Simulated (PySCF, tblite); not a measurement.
# C₆H₁₂N₂OSi: geometry, infrared bands and NMR shifts

Wanted: the infrared bands and NMR shifts of C₆H₁₂N₂OSi (`CC(=O)N([SiH2]C#N)C(C)C`), by calculation.

The runs use tblite 0.8.0 and PySCF 2.14.0, with density-fitted response routines of our own; the level of theory stands in each step. All values are computed, except where a source is named. Atoms are numbered from 0 throughout.

### Step 1. The molecule as given

22 atoms, charge 0, multiplicity 1; geometry from: force field or distance geometry start.

Bonds of the start (Å): C0–C1 1.51, C1–O2 1.25, C1–N3 1.39, N3–Si4 1.80, Si4–C5 1.88, C5–N6 1.17, N3–C7 1.47, C7–C8 1.53, C7–C9 1.53, C0–H10 1.08, C0–H11 1.10, C0–H12 1.09, Si4–H13 1.48, Si4–H14 1.49, C7–H15 1.09, C8–H16 1.10, C8–H17 1.09, C8–H18 1.09, C9–H19 1.09, C9–H20 1.09, C9–H21 1.10.

### Step 2. Geometry optimisation with GFN2-xTB

The job: settings as JSON, then the geometry in Å.

```
{"job": {"kind": "relax", "xc": "GFN2-xTB", "basis": "xTB"}, "charge": 0, "multiplicity": 1}
C      1.609100    -2.022000    -0.480200
C      1.642500    -0.667200     0.191000
O      2.720500    -0.291400     0.692000
N      0.468700     0.069000     0.222800
Si     0.593400     1.607700     1.144600
C      1.547600     2.917400     0.186000
N      2.102700     3.749800    -0.417900
C     -0.819400    -0.343900    -0.342000
C     -1.814200    -0.819500     0.723500
C     -1.458400     0.683700    -1.285300
H      2.562800    -2.522600    -0.360800
H      0.828900    -2.653300    -0.022500
H      1.405800    -1.891900    -1.538500
H      1.137300     1.329000     2.491000
H     -0.803100     2.080000     1.374500
H     -0.644800    -1.221700    -0.965900
H     -2.711100    -1.242600     0.258700
H     -2.148000    -0.000400     1.367300
H     -1.370600    -1.581700     1.366700
H     -1.816500     1.569500    -0.752100
H     -2.312400     0.253400    -1.812700
H     -0.731300     1.018200    -2.041000
```

Started as:

```
$ OMP_NUM_THREADS=1 python probes_run.py task.json out
```

The driver reads the jobs from task.json and runs them one after another.

**Question.** This job is followed by: GFN2-xTB harmonic vibrations, gas phase; GIAO PBE0/pcSseg-1 NMR shielding, non-relativistic, gas phase. Predict these results of the whole session: strongest single infrared mode (GFN2-xTB); zero-point energy (GFN2-xTB); 13C shifts against TMS (PBE0/pcSseg-1, means over atoms taken as alike); 1H shifts against TMS (PBE0/pcSseg-1, means over atoms taken as alike); 17O shifts against H2O (PBE0/pcSseg-1); 15N shifts against NH3 (PBE0/pcSseg-1); 29Si shifts against TMS (PBE0/pcSseg-1).

**Answer**, as computed:

| quantity | value |
| --- | --- |
| strongest single infrared mode (GFN2-xTB) | 1619 cm⁻¹, 427 km/mol |
| zero-point energy (GFN2-xTB) | 107.5 kcal/mol |
| 13C shifts against TMS (PBE0/pcSseg-1, means over atoms taken as alike) | 182.9, 124.7, 49.8, 25.5, 20.3 ppm |
| 1H shifts against TMS (PBE0/pcSseg-1, means over atoms taken as alike) | 4.75, 3.41, 2.22, 1.32 ppm |
| 17O shifts against H2O (PBE0/pcSseg-1) | 444.1 ppm |
| 15N shifts against NH3 (PBE0/pcSseg-1) | 351.8, 161.6 ppm |
| 29Si shifts against TMS (PBE0/pcSseg-1) | -98.0 ppm |

**Reading.** Relaxing lowered the energy by 0.452 eV in 108 steps; the close pair that moved most is C1–N3, from 1.386 to 1.334 Å. All 60 modes are real, so the xTB geometry is a minimum. The strongest single mode, at 1619 cm⁻¹, moves mainly C1 and O2. GFN2-xTB is a fitted tight-binding method: band positions and strengths are rough. Its intensities can rank the bands wrongly. At PBE0/pcSseg-1: The largest span, 595 ppm, is at N6, where the paramagnetic term is -423 ppm.
